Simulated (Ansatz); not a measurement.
# CH3IO2Sn: one species, many methods

Aim: compute CH3IO2Sn with functionals from several rungs and with coupled cluster, and see how far each lands from CCSD(T) at the basis-set limit for the atomisation energy.

Computed with Ansatz 0.2.0, Gaussian basis. Level: functionals in def2-TZVPP, the program's frozen cores in correlated methods.

Levels to be run: LDA (SPW92), PBE-D4, revPBE-D4, BLYP-D4, r2SCAN-D4, B97M-V, PBE0-D4, B3LYP-D4, r2SCANh-D4, r2SCAN0-D4, HSE06-D4, BHLYP-D4, CAM-B3LYP-D4, LC-ωPBE, ωB97X-V, ωB97M-V, B2PLYP, PBE-QIDH; CCSD(T)/def2-SVP; CCSD(T)/def2-TZVPP; MP2/def2-QZVPP; extrapolation to the limit; RPA on PBE.

### Step 1. Structure used throughout

All runs share one geometry, relaxed beforehand with PBE0-D4 in a triple-zeta def2 set. Sn, I take the def2 core potential; no spin-orbit term is included.

8 atoms, charge 0, spin multiplicity 1.

Atoms are counted from 1 here; the program's logs count them from 0.

Bond lengths: O1–C2 1.194 Å, C2–Sn3 2.216 Å, C2–H6 1.112 Å, Sn3–O4 1.952 Å, Sn3–I5 2.687 Å, Sn3–H7 1.701 Å, O4–H8 0.962 Å. Angles: O1–C2–Sn3 118.3°, O1–C2–H6 121.4°, Sn3–C2–H6 120.2°, C2–Sn3–O4 103.8°, C2–Sn3–I5 104.8°, C2–Sn3–H7 122.6°, O4–Sn3–I5 110.4°, O4–Sn3–H7 105.8°, I5–Sn3–H7 109.1°, Sn3–O4–H8 111.9°.

Geometry (Å):

```mol
CH3IO2Sn
  3D, bonds by distance, orders not assigned

  8  7  0  0  0  0  0  0  0  0999 V2000
   -1.5360   -1.4037   -0.6176 O   0  0
   -1.4734   -0.3257   -0.1082 C   0  0
    0.5222    0.4524    0.4616 Sn  0  0
    1.7411   -0.9957   -0.0168 O   0  0
    0.9141    2.5755   -1.1385 I   0  0
   -2.3801    0.3040    0.0279 H   0  0
    0.9163    0.8795    2.0604 H   0  0
    1.3880   -1.5432   -0.7246 H   0  0
  1  2  8  0
  2  3  8  0
  3  4  8  0
  3  5  8  0
  2  6  8  0
  3  7  8  0
  4  8  8  0
M  END
```

### Step 2. LDA

This LDA is Slater exchange with PW92 correlation.

in.yaml

```yaml
crystal:
  periodic: [false, false, false]
  atoms:
    - {symbol: O, position_ang: [-1.536036, -1.403733, -0.617565]}
    - {symbol: C, position_ang: [-1.473390, -0.325735, -0.108187]}
    - {symbol: Sn, position_ang: [0.522185, 0.452360, 0.461590]}
    - {symbol: O, position_ang: [1.741057, -0.995749, -0.016811]}
    - {symbol: I, position_ang: [0.914139, 2.575492, -1.138516]}
    - {symbol: H, position_ang: [-2.380053, 0.304048, 0.027940]}
    - {symbol: H, position_ang: [0.916341, 0.879471, 2.060442]}
    - {symbol: H, position_ang: [1.387955, -1.543157, -0.724596]}
basis:
  gaussian: {orbitals: def2-TZVPP}
hamiltonian: {xc: lda}
output: {orbitals: {seedname: orbitals}}
```

Further steps of the session: PBE-D4 (GGA); revPBE-D4 (GGA); BLYP-D4 (GGA); r2SCAN-D4 (meta-GGA); B97M-V (meta-GGA); PBE0-D4 (hybrid); B3LYP-D4 (hybrid); r2SCANh-D4 (hybrid); r2SCAN0-D4 (hybrid); HSE06-D4 (hybrid); BHLYP-D4 (hybrid); CAM-B3LYP-D4 (range-separated); LC-ωPBE (range-separated); ωB97X-V (range-separated); ωB97M-V (range-separated); B2PLYP (double hybrid); PBE-QIDH (double hybrid); CCSD(T) in def2-SVP; CCSD(T) in def2-TZVPP; MP2 in def2-QZVPP; RPA on PBE orbitals.

Q: Predict the results of all the runs planned. Wanted: atomisation energy, CCSD(T)/CBS; farthest beyond LDA; mean size of error, GGA; mean size of error, meta-GGA; mean size of error, hybrid; mean size of error, range-separated; mean size of error, double hybrid; gap, smallest and largest; T1 diagnostic.

The runs gave:

| quantity | value |
| --- | --- |
| atomisation energy, CCSD(T)/CBS | 639.2 kcal/mol |
| functionals within 6.4 kcal/mol (1.0 %) | BLYP-D4, r2SCAN-D4, B97M-V, ωB97X-V |
| farthest beyond LDA | BHLYP-D4 (-45.1 kcal/mol) |
| mean size of error, GGA | 8.7 kcal/mol |
| mean size of error, meta-GGA | 4.9 kcal/mol |
| mean size of error, hybrid | 19.9 kcal/mol |
| mean size of error, range-separated | 10.3 kcal/mol |
| mean size of error, double hybrid | 18.1 kcal/mol |
| gap, smallest and largest | 2.58 eV (LDA (SPW92)), 9.86 eV (LC-ωPBE) |
| T1 diagnostic | 0.0141 |
| triples share of the correlation energy | 3.3 % |

What this shows: LDA overbinds by 111.4 kcal/mol (17 %). PBE-D4 is off by +14.9 kcal/mol. Double hybrids carry the basis error of their MP2 part in triple zeta, and no dispersion term here, so their miss is partly the set-up's. Taken by rung, meta-GGA functionals do best (4.9 kcal/mol on average) and hybrid ones worst beyond LDA (19.9 kcal/mol). The mean of the hybrids holds BHLYP, with half exact exchange. Misses under about 6.4 kcal/mol are within the doubt on the reference itself, which lacks core-valence correlation, spin-orbit coupling and higher excitations, and its outer-core shells are covered unevenly. All levels share the lack of spin-orbit coupling, which lowers the free heavy atoms and so the true binding. Hartree-Fock recovers 63 % of the binding; the rest is correlation. CCSD(T) in def2-SVP is off by -58.2 kcal/mol, more than most functionals: a good method in a small basis is no reference. The gap grows from 2.6 to 9.9 eV across the functionals, mostly with the share of exact exchange. Correlated methods include outer-core shells of I, Sn, which these sets cover unevenly.
